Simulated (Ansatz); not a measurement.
**ScGe+ (quintet): the correlation ladder at distance Sc1–Ge2 = 4.009 Å, def2-SVP**

The task here is to estimate one member of a computed series from the others.

Program: Ansatz 0.2.0, Gaussian basis. Level of theory: def2-SVP, core rule «outside noble gas», up to 23 orbitals frozen. These are calculated values, not measurements.

To be run: UHF; CCSD(T) on ROHF; CCSD(T) on UHF; CISD as a restricted active space (open shells left free, so some higher excitations enter); CCSDT(Q) on ROHF; CCSDT(Q) on UHF; CASSCF and MRCISD+Q, 6 electrons in 6 orbitals; CASSCF and NEVPT2, 6 electrons in 6 orbitals.

55 further runs of the same task are left out: 27 for a known fault of the program, 22 that didn't finish, 6 set aside as unsound or not needed. Runs told in other sessions of the task aren't counted.

### What is computed

The geometry derives from a PBE0/def2-TZVP stationary point (not a proven minimum). One bond is set to the value named and the two fragments are kept rigid. No spin-orbit coupling is included. The filled d shell of Ge may be among the frozen orbitals whatever the setting's name suggests.

2 atoms, charge 1, spin multiplicity 5.

Atoms are counted from 1 here; the program's logs count them from 0.

No contacts short enough for the rule that draws bonds.

The first run:

Contents of in.yaml:

```yaml
crystal:
  periodic: [false, false, false]
  atoms:
    - {symbol: Sc, position_ang: [0.000000, 0.000000, 0.000000]}
    - {symbol: Ge, position_ang: [0.000000, 0.000000, 4.009000]}
basis:
  gaussian: {orbitals: def2-SVP}
total_charge: 1
magnetization: {spin_polarized: true, initial_magnetization: 4}
hamiltonian: {xc: hf}
output: {orbitals: {seedname: orbitals}}
```

Launch:

```sh
> ansatz run in.yaml --threads 1 --pin off --events-out ev --progress --plain --max-ram 2393MiB
```

Among the steps run: UHF; CCSD(T) on ROHF; CCSD(T) on UHF; CISD as a restricted active space (open shells left free, so some higher excitations enter); CCSDT(Q) on ROHF; CCSDT(Q) on UHF; CASSCF and MRCISD+Q, 6 electrons in 6 orbitals; CASSCF and NEVPT2, 6 electrons in 6 orbitals.

One of the session's tables, all rows but one given; the rest of the session is left out.

```
       method  from RCCSDT(Q) (kJ/mol)
         ROHF                   +172.9
          UHF                   +160.5
         RMP2                    +49.2
         UMP2                    +45.1
         CISD                     +5.9
        RCCSD                     +3.9
        UCCSD                     -0.4
     RCCSD(T)                     +1.1
     UCCSD(T)                     -3.0
       RCCSDT                     +0.1
       UCCSDT                     -4.0
    RCCSDT(Q)                        0
    UCCSDT(Q)                        ?
  CASSCF pair                   +141.4
  NEVPT2 pair                    +39.0
  MRCISD pair                     +4.8
MRCISD+Q pair                     -1.9
```

Estimate the missing values for UCCSDT(Q).

**Answer.** from RCCSDT(Q) (kJ/mol): -4.1. In the column «from RCCSDT(Q) (kJ/mol)» it is the lowest.

Limits of these values: Restricted and unrestricted rows rest on different reference determinants; a gap between their highest levels can come from leftover correlation error, from unlike frozen cores or from another state.
